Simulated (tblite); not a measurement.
# C5H9BO3Si: the cost of one run

The runs use tblite 0.8.0 and PySCF 2.14.0, with density-fitted response routines of our own; the level of theory stands in each step. All values are computed, except where a source is named. Atoms are numbered from 0 throughout.

## Step 1: Starting geometry

19 atoms, charge 0, multiplicity 1; geometry from: force field or distance geometry start.

Bonds of the start (Å): O0–C1 1.23, C1–C2 1.50, C2–Si3 1.87, Si3–C4 1.84, C4–C5 1.34, C5–O6 1.40, O6–B7 1.51, B7–O8 1.50, O8–C9 1.26, C9–C4 1.48, C1–H10 1.08, C2–H11 1.10, C2–H12 1.10, Si3–H13 1.48, Si3–H14 1.48, C5–H15 1.08, B7–H16 1.20, B7–H17 1.19, C9–H18 1.09.

## Step 2: Relaxing the molecule with GFN2-xTB

What the job is given:

```
{"job": {"kind": "relax", "xc": "GFN2-xTB", "basis": "xTB"}, "charge": 0, "multiplicity": 1}
O      2.934000     1.386100     0.956300
C      2.640200     0.698400    -0.016500
C      2.395000    -0.773800     0.164900
Si     0.810900    -1.047100     1.125900
C     -0.614100    -0.299300     0.242100
C     -1.249900    -0.971700    -0.732900
O     -2.285300    -0.371900    -1.453000
B     -2.906500     0.921400    -0.997400
O     -1.965000     1.656600    -0.087400
C     -0.981700     1.110400     0.488100
H      2.597000     1.139400    -0.996000
H      3.235100    -1.248200     0.691500
H      2.268900    -1.242500    -0.826000
H      0.591600    -2.500500     1.283400
H      0.933900    -0.432300     2.466900
H     -0.949100    -1.979700    -0.970200
H     -3.911100     0.673300    -0.398600
H     -3.180900     1.583700    -1.947600
H     -0.373000     1.706800     1.163800
```

On the command line:

```console
> OMP_NUM_THREADS=1 python probes_run.py task.json out
```

The driver reads the jobs from task.json and runs them one after another.

**Question.** How long does this first job take on 1 thread of Intel Xeon at 2.70GHz, shared host?

About 3.1 s.
